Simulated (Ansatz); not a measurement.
The system is BiTe.

```
CELL_PARAMETERS angstrom
0.00000 3.23500 3.23500
3.23500 0.00000 3.23500
3.23500 3.23500 0.00000
ATOMIC_POSITIONS crystal
Bi 0.00000 0.00000 0.00000
Te 0.50000 0.50000 0.50000
```

Base run:

| Item | Value |
| --- | --- |
| Program | Ansatz 0.2.0 |
| Functional | PBEsol |
| Potentials or basis | all-electron PAW datasets made for the crystal |
| Cutoff | 240 eV (chosen from the basis error) |
| k mesh | 6 × 6 × 6 |
| Occupations | fermi-dirac, width 0.05 eV |
| Spin | no spin polarisation |

Its results: band gap on the k mesh none (metal or under the smearing width); pressure -1.5 GPa.

Question: The run is repeated on the same cell with these changes: functional from PBEsol to HSE06; cutoff from 240 eV (chosen from the basis error) to 290 eV (chosen from the basis error). What comes out?

Answer: Band gap on the k mesh none (metal or under the smearing width); pressure -0.8 GPa.

Caveats: the k mesh is thin for a metal, which can move the energy by tens of meV per atom; spin-orbit coupling is left out, which moves the levels of the heavy elements.

The runs don't all hold the same shells in valence.
